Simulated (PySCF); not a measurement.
# C2H8GeO: the cost of one run

Computed with PySCF 2.14.0, with density-fitted response routines of our own, on a single molecule in the gas phase. Atoms are numbered from 0 throughout.

## 1. The molecule as given

12 atoms, charge 0, multiplicity 1; geometry from: GFN2-xTB. The atoms were then displaced at random by about 0.01 Å, so the start is not that level's minimum.

Bonds of the start (Å): C0–C1 1.50, C1–O2 1.40, O2–Ge3 1.78, C0–H4 1.11, C0–H5 1.07, C0–H6 1.11, C1–H7 1.08, C1–H8 1.08, Ge3–H9 1.48, Ge3–H10 1.51, Ge3–H11 1.48.

## 2. Geometry optimisation at PBE0-D3(BJ)/def2-SVP

Job settings and geometry (Å):

```
{"job": {"xc": "PBE0", "basis": "def2-SVP", "d3": "d3bj", "grid": 1, "shake": 0.01, "kind": "geom"}, "charge": 0, "multiplicity": 1}
C     -1.697880     0.687160     0.590760
C     -0.697530     0.025960    -0.306030
O      0.535260     0.031890     0.354290
Ge     2.086600    -0.623140    -0.233940
H     -2.691630     0.717060     0.087070
H     -1.801750     0.185690     1.528690
H     -1.397600     1.731750     0.791560
H     -0.989930    -0.994270    -0.521100
H     -0.613880     0.568350    -1.240990
H      2.450370     0.054960    -1.500800
H      1.900320    -2.104960    -0.475880
H      2.957340    -0.308750     0.917360
```

Launch:

```
$ OMP_NUM_THREADS=1 python probes_run.py task.json out
```

One launch serves the whole session: the jobs run in the order shown.

Q: Estimate the wall time and peak memory of this first job on 1 thread of Arm Neoverse V2, shared host.

About 25 s, with a peak of 0.48 GiB.
